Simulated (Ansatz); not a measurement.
# AsH6NSi + H2O: a complex and its separated parts

The complex below is one end of an elementary step. How strongly is it bound against its free parts?

Computed with Ansatz 0.2.0, Gaussian basis. Level: PBE0-D4/def2-TZVP structures, single points in def2-TZVPP, no counterpoise correction.

Levels: SPW92, PBE-D4, BLYP-D4, r2SCAN-D4, B97M-V, PBE0-D4, B3LYP-D4, r2SCAN0-D4, BHLYP-D4, CAM-B3LYP-D4, wB97X-V, wB97M-V, B2PLYP, PBE-QIDH, RPA on PBE, Hartree-Fock, MP2, CCSD, CCSD(T).

Cores are frozen in the correlated methods. Filled d shells of the heavier atoms are correlated. B3LYP uses VWN-RPA correlation. B2PLYP carries no dispersion term here.

94 further runs of the same task are left out: 94 set aside as unsound or not needed. Runs told in other sessions of the task aren't counted.

### Step 1. The starting structure

The complex: 12 atoms, charge 0, spin multiplicity 1.

Atoms are counted from 1 here; the program's logs count them from 0.

Bond lengths: Si1–H3 1.493 Å, Si1–H4 1.488 Å, Si1–N5 1.716 Å, Si1–As7 2.364 Å, O2–H6 0.961 Å, O2–H8 0.960 Å, N5–H9 1.007 Å, N5–H10 1.007 Å, As7–H11 1.522 Å, As7–H12 1.523 Å. Angles: H3–Si1–H4 107.4°, H3–Si1–N5 116.5°, H3–Si1–As7 105.9°, H4–Si1–N5 106.3°, H4–Si1–As7 114.5°, N5–Si1–As7 106.6°, H6–O2–H8 104.4°, Si1–N5–H9 120.5°, Si1–N5–H10 120.2°, H9–N5–H10 111.3°, Si1–As7–H11 92.6°, Si1–As7–H12 93.7°, H11–As7–H12 93.3°.

Coordinates:

| atom | x (Å) | y (Å) | z (Å) |
| --- | --- | --- | --- |
| Si1 | 0.0477 | 0.8537 | -0.4107 |
| O2 | -0.7539 | -1.4447 | 2.5950 |
| H3 | 0.6413 | 1.9791 | 0.3699 |
| H4 | -1.2149 | 0.4582 | 0.2700 |
| N5 | -0.3698 | 1.1886 | -2.0415 |
| H6 | -0.2733 | -1.6469 | 1.7875 |
| As7 | 1.7002 | -0.8356 | -0.4701 |
| H8 | -1.3997 | -0.7857 | 2.3300 |
| H9 | 0.3453 | 1.3950 | -2.7201 |
| H10 | -1.2266 | 1.6731 | -2.2552 |
| H11 | 1.8211 | -0.8672 | 1.0467 |
| H12 | 0.6825 | -1.9676 | -0.5016 |

Its parts: AsH6NSi holds atoms 1, 3, 4, 5, 7, 9, 10, 11, 12; H2O holds atoms 2, 6, 8. Each part counts its atoms afresh in its own runs.

### Step 2. Relaxing AsH6NSi alone

relax-a/in.yaml

```yaml
crystal:
  periodic: [false, false, false]
  atoms:
    - {symbol: Si, position_ang: [0.047660, 0.853656, -0.410664]}
    - {symbol: H, position_ang: [0.641329, 1.979148, 0.369861]}
    - {symbol: H, position_ang: [-1.214868, 0.458174, 0.270017]}
    - {symbol: N, position_ang: [-0.369763, 1.188643, -2.041491]}
    - {symbol: As, position_ang: [1.700187, -0.835609, -0.470144]}
    - {symbol: H, position_ang: [0.345268, 1.394990, -2.720146]}
    - {symbol: H, position_ang: [-1.226610, 1.673067, -2.255172]}
    - {symbol: H, position_ang: [1.821097, -0.867220, 1.046742]}
    - {symbol: H, position_ang: [0.682464, -1.967580, -0.501648]}
basis:
  gaussian: {orbitals: def2-TZVP}
hamiltonian: {xc: pbe0, dispersion: d4}
relax: {f_tol: 0.005, max_steps: 200}
```

Started as:

```bash
$ ansatz run in.yaml --threads 8 --pin off --events-out ev --progress --plain --max-ram 19148MiB
```

Further steps of the session: Relaxing H2O alone; SPW92/def2-TZVPP; PBE-D4/def2-TZVPP; BLYP-D4/def2-TZVPP; r2SCAN-D4/def2-TZVPP; B97M-V/def2-TZVPP; PBE0-D4/def2-TZVPP; B3LYP-D4/def2-TZVPP; r2SCAN0-D4/def2-TZVPP; BHLYP-D4/def2-TZVPP; CAM-B3LYP-D4/def2-TZVPP; wB97X-V/def2-TZVPP; wB97M-V/def2-TZVPP; B2PLYP/def2-TZVPP; PBE-QIDH/def2-TZVPP; RPA on PBE/def2-TZVPP; CCSD(T)/def2-TZVPP; Vibrations of AsH6NSi; Vibrations of H2O.

**Question.** What will these runs give? Wanted: complex less parts, CCSD(T)/def2-TZVPP; with zero-point energy; largest T1 diagnostic.

As calculated:

```
                              quantity        value
complex less parts, CCSD(T)/def2-TZVPP  -7.8 kJ/mol
                with zero-point energy  -4.6 kJ/mol
                 largest T1 diagnostic        0.011
```

In words: At CCSD(T) the complex lies 7.8 kJ/mol below its parts. BHLYP-D4 is the best functional here (-0.5 kJ/mol from CCSD(T)); SPW92 is the worst (-9.8 kJ/mol). Mean unsigned error by rung: LDA 9.8, GGA 3.0, meta-GGA 2.2, hybrid 1.2, range-separated hybrid 1.4, double hybrid 2.0 kJ/mol. The double hybrids carry no dispersion term here, unlike the levels marked D4 or V. PBE-D4 gives a relative energy 4.2 kJ/mol too low, an error of 54 % of the reference. No counterpoise was applied, and triple zeta lacks some correlation, so the CCSD(T) reference has a basis error of its own, and close matches with it are partly luck.
